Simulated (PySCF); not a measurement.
# AlSiH3F2 (SMILES [F][Al]([F])[SiH3]) at 6 levels

We compute a comparison of 6 runs (B3LYP/3-21G, B3LYP/6-31G*, PBE0/def2-SVP, CCSD(T)/def2-SVP, CCSD(T)/6-311+G**) of AlSiH3F2. 

The calculation is run with PySCF 2.14.0.

### 1 The system as given

AlSiH3F2 has 7 atoms, charge 0, and is taken as a singlet. As SMILES, `[F][Al]([F])[SiH3]`. Geometry: relaxed at PBE0-D4/def2-TZVP.

Bond lengths: F1–Al2 1.643 Å, Al2–F3 1.644 Å, Al2–Si4 2.431 Å, Si4–H5 1.488 Å, Si4–H6 1.486 Å, Si4–H7 1.488 Å. Angles: F1–Al2–F3 117.0°, F1–Al2–Si4 122.2°, F3–Al2–Si4 120.8°, Al2–Si4–H5 109.6°, Al2–Si4–H6 111.0°, Al2–Si4–H7 109.7°, H5–Si4–H6 109.1°, H5–Si4–H7 108.4°, H6–Si4–H7 109.1°.

### 2 Energy and gradient at B3LYP/3-21G (run 1)

File calc.py:

```python
# [F][Al]([F])[SiH3]
from pyscf import gto, dft

molecule = gto.M(
    atom='''
F      2.139548    -1.200921     4.345047
Al     1.204700    -1.780878     1.441105
F      1.765760    -4.622837     0.320875
Si    -0.913872     1.381957    -1.129489
H      0.591673     1.874986    -3.451963
H     -1.226432     3.785688     0.287616
H     -3.445916     0.433503    -1.899175
''',
    basis='3-21g',
    verbose=4,
    unit='bohr',
    max_memory=1860,
    charge=0,
)

mf = dft.RKS(molecule)
mf.xc = 'b3lyp'
mf.grids.level = 5
mf.conv_tol = 1e-10
mf.kernel()
if not mf.converged:
    mf = mf.newton().run(mf.mo_coeff, mf.mo_occ)

energy = mf.e_tot
print(f'total energy: {energy:.8f} hartree')
grad = mf.nuc_grad_method().kernel()
mf.analyze()
```

On the command line:

```bash
OMP_NUM_THREADS=1 python calc.py
```

Output:

```text
PySCF version 2.14.0

[... 76 lines left out ...]
total energy: -729.61416296 hartree
[... 23 lines left out ...]
MO #1   energy= -65.6507397543499  occ= 2
[... 6 lines left out ...]
MO #8   energy= -3.60981645072274  occ= 2
[... 6 lines left out ...]
MO #15  energy= -0.563797934332143 occ= 2
[... 6 lines left out ...]
MO #22  energy= -0.369599162829228 occ= 2
[... 6 lines left out ...]
MO #29  energy= 0.0922668016117503 occ= 0
[... 6 lines left out ...]
MO #36  energy= 0.321905915379294  occ= 0
[... 6 lines left out ...]
MO #43  energy= 1.80542670909052   occ= 0
[... 6 lines left out ...]
MO #50  energy= 3.31041824296591   occ= 0
[... 60 lines left out ...]
Dipole moment(X, Y, Z, Debye): -0.71332,  1.08550, -0.84177
```

Wall time 16 s (1 thread of Intel Xeon at 2.70GHz, shared host); peak memory 0.52 GiB.

### 3 Energy and forces at B3LYP/6-31G(d) (spherical functions) (run 2)

File job.py:

```python
# [F][Al]([F])[SiH3]
from pyscf import gto, dft

mol = gto.Mole()
mol.atom = '''
F    1.132200  -0.635500   2.299300
Al   0.637500  -0.942400   0.762600
F    0.934400  -2.446300   0.169800
Si  -0.483600   0.731300  -0.597700
H    0.313100   0.992200  -1.826700
H   -0.649000   2.003300   0.152200
H   -1.823500   0.229400  -1.005000
'''
mol.max_memory = 1860
mol.basis = '6-31g*'
mol.charge = 0
mol.verbose = 4
mol.build()

mf = dft.RKS(mol)
mf.xc = 'b3lyp'
mf.grids.level = 5
mf.conv_tol = 1e-10
mf.kernel()
if not mf.converged:
    mf = mf.newton().run(mf.mo_coeff, mf.mo_occ)

etot = mf.e_tot
print('E = %.10f Eh' % etot)
grad = mf.nuc_grad_method().kernel()
mf.analyze()
```

On the command line:

```bash
OMP_NUM_THREADS=1 python job.py
```

Output:

```text
PySCF version 2.14.0

[... 97 lines left out ...]
DFT Exchange-Correlation Energy =      -61.823680041402987
[... 11 lines left out ...]
MO #10  energy= -2.72707037222888  occ= 2
[... 9 lines left out ...]
MO #20  energy= -0.397008041364483 occ= 2
[... 9 lines left out ...]
MO #30  energy= 0.084240965965432  occ= 0
[... 9 lines left out ...]
MO #40  energy= 0.439664512447652  occ= 0
[... 9 lines left out ...]
MO #50  energy= 1.07935451505109   occ= 0
[... 9 lines left out ...]
MO #60  energy= 1.77622548245635   occ= 0
[... 9 lines left out ...]
MO #70  energy= 2.64154609763925   occ= 0
[... 80 lines left out ...]
Dipole moment(X, Y, Z, Debye): -0.74976,  1.14200, -0.88378
```

Wall time 33 s (1 thread of Intel Xeon at 2.70GHz, shared host); peak memory 0.69 GiB.

Runs 3 to 5 aren't shown in full; the table further down has their settings and results.

### 4 The energy at CCSD(T)/6-311+G(d,p) (run 6)

File calc.py:

```python
from pyscf import gto, cc

molecule = gto.Mole()
molecule.atom = '''
F      2.139548    -1.200921     4.345047
Al     1.204700    -1.780878     1.441105
F      1.765760    -4.622837     0.320875
Si    -0.913872     1.381957    -1.129489
H      0.591673     1.874986    -3.451963
H     -1.226432     3.785688     0.287616
H     -3.445916     0.433503    -1.899175
'''
molecule.basis = '6-311+g**'
molecule.spin = 0
molecule.verbose = 4
molecule.max_memory = 1860
molecule.unit = 'bohr'
molecule.build()

hf = molecule.RHF()
hf.conv_tol = 1e-10
hf.kernel()
if not hf.converged:
    hf = hf.newton().run(hf.mo_coeff, hf.mo_occ)

mycc = cc.CCSD(hf, frozen=12)
mycc.kernel()
e_t = mycc.ccsd_t()
e_tot = mycc.e_tot + e_t
print('Final energy', e_tot)
hf.analyze()
```

On the command line:

```bash
OMP_NUM_THREADS=1 python calc.py
```

Output:

```text
PySCF version 2.14.0

[... 90 lines left out ...]
Final energy -732.3159471022536
[... 18 lines left out ...]
MO #10  energy= -3.25810395174863  occ= 2
[... 15 lines left out ...]
MO #26  energy= 0.0408347746724996 occ= 0
[... 15 lines left out ...]
MO #42  energy= 0.329082429805012  occ= 0
[... 15 lines left out ...]
MO #58  energy= 0.654210038596841  occ= 0
[... 15 lines left out ...]
MO #74  energy= 1.5175483218841    occ= 0
[... 15 lines left out ...]
MO #90  energy= 2.3909840665772    occ= 0
[... 15 lines left out ...]
MO #106 energy= 6.09525513424653   occ= 0
[... 15 lines left out ...]
MO #122 energy= 143.890619738901   occ= 0
[... 132 lines left out ...]
Dipole moment(X, Y, Z, Debye): -0.94357,  1.44240, -1.10684
```

Run time: 98 s. Hardware: 1 thread of Intel Xeon at 2.70GHz, shared host; peak memory 1.7 GiB.

### 5 The series

| run | level | Cartesian functions | task | energy (Eh) | dipole moment (D) of the reference | HOMO energy (eV) | LUMO energy (eV) | wall time |
| --- | --- | --- | --- | --- | --- | --- | --- | --- |
| 1 | B3LYP/3-21G | no | gradient | -729.614163 | 1.55 | -8.39 | -1.32 | 16 s |
| 2 | B3LYP/6-31G* (spherical functions) | no | gradient | -733.554088 | 1.63 | -8.31 | -1.34 | 33 s |
| 3 | B3LYP/6-31G* (Cartesian functions) | yes | gradient | -733.560421 | 1.63 | -8.31 | -1.34 | 38 s |
| 4 | PBE0/def2-SVP | no | gradient | -732.795060 | 1.64 | -8.66 | -1.30 | 25 s |
| 5 | CCSD(T)/def2-SVP | no | energy | -731.865868 | 1.71 | -11.40 | 1.51 | 13 s |
| 6 | CCSD(T)/6-311+G** | no | energy | -732.315947 | 2.05 | -11.46 | 0.89 | 98 s |

### 6 Summary of results

```
                                           quantity          value
                                run 6: total energy  -732.31595 Eh
        run 6: dipole moment (Hartree–Fock density)         2.05 D
         run 6: HOMO energy (Hartree–Fock orbitals)      -11.46 eV
         run 6: LUMO energy (Hartree–Fock orbitals)        0.89 eV
       run 6: HOMO–LUMO gap (Hartree–Fock orbitals)       12.34 eV
run 6: correlation energy (12 core orbitals frozen)     -621.5 mEh
                              run 6: (T) correction     -14.72 mEh
                               run 6: T1 diagnostic          0.014
```

**Reading.** Over runs 1, 2, 3, 4 the dipole moment (its size) runs from 1.55 D (B3LYP/3-21G) to 1.64 D (PBE0/def2-SVP). The two ends differ in method and basis. Over runs 1, 2, 3, 4 the HOMO–LUMO gap runs from 6.97 eV (B3LYP/6-31G*) to 7.36 eV (PBE0/def2-SVP). Totals of different functionals can't be ranked against each other. All runs together took 3.7 min, the longest 98 s.
